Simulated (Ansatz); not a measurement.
**TiCO+ (quartet): from Hartree-Fock to the top rungs, def2-SVP**

The task here is to estimate one member of a computed series from the others.

The runs use Ansatz 0.2.0, Gaussian basis; def2-SVP, core rule «outside noble gas», up to 11 orbitals frozen.

To be run: UHF; CCSD(T) on ROHF; CCSD(T) on UHF; CISD as a restricted active space (open shells left free, so some higher excitations enter); CCSDT(Q) on ROHF; CCSDT(Q) on UHF.

18 further runs of the same task are left out: 10 that didn't finish, 8 set aside as unsound or not needed. Runs told in other sessions of the task aren't counted.

**The system**

The geometry is a PBE0/def2-TZVP stationary point (not a proven minimum).

3 atoms, charge 1, spin multiplicity 4.

Atoms are counted from 1 here; the program's logs count them from 0.

Bond lengths: Ti1–C2 2.099 Å, C2–O3 1.127 Å. Angles: Ti1–C2–O3 180.0°.

The first run:

in.yaml

```yaml
crystal:
  periodic: [false, false, false]
  atoms:
    - {symbol: Ti, position_ang: [0.000000, 0.000000, 1.774827]}
    - {symbol: C, position_ang: [0.000000, 0.000000, -0.323827]}
    - {symbol: O, position_ang: [0.000000, 0.000000, -1.451000]}
basis:
  gaussian: {orbitals: def2-SVP}
total_charge: 1
magnetization: {spin_polarized: true, initial_magnetization: 3}
hamiltonian: {xc: hf}
output: {orbitals: {seedname: orbitals}}
```

On the command line:

```console
$ ansatz run in.yaml --threads 1 --pin off --events-out ev --progress --plain --max-ram 2393MiB
```

Among the steps run: UHF; CCSD(T) on ROHF; CCSD(T) on UHF; CISD as a restricted active space (open shells left free, so some higher excitations enter); CCSDT(Q) on ROHF; CCSDT(Q) on UHF.

One table of the session follows, with a row left open; its other results are not shown here.

It belongs to the step «Misses and costs». 

```
   method  from RCCSDT(Q) (meV)
     ROHF                     ?
      UHF               +9423.1
     RMP2                +763.4
     UMP2                +713.4
    RCCSD                +431.9
    UCCSD                +370.5
 RCCSD(T)                 +65.7
 UCCSD(T)                  +8.4
   RCCSDT                 +36.8
   UCCSDT                 -21.5
RCCSDT(Q)                     0
UCCSDT(Q)                 -62.0
```

Q: Estimate the row for ROHF from the others.

The run gave: from RCCSDT(Q) (meV): +9517.3. In the column «from RCCSDT(Q) (meV)» it is the highest.

Not comparable, so not listed: CISD as a restricted active space (open shells left free, so some higher excitations enter) (they don't share determinant, frozen orbitals or solution with the rows shown, or repeat one).

Limits of these values: Restricted and unrestricted rows rest on different reference determinants; a gap between their highest levels can come from leftover correlation error, from unlike frozen cores or from another state.
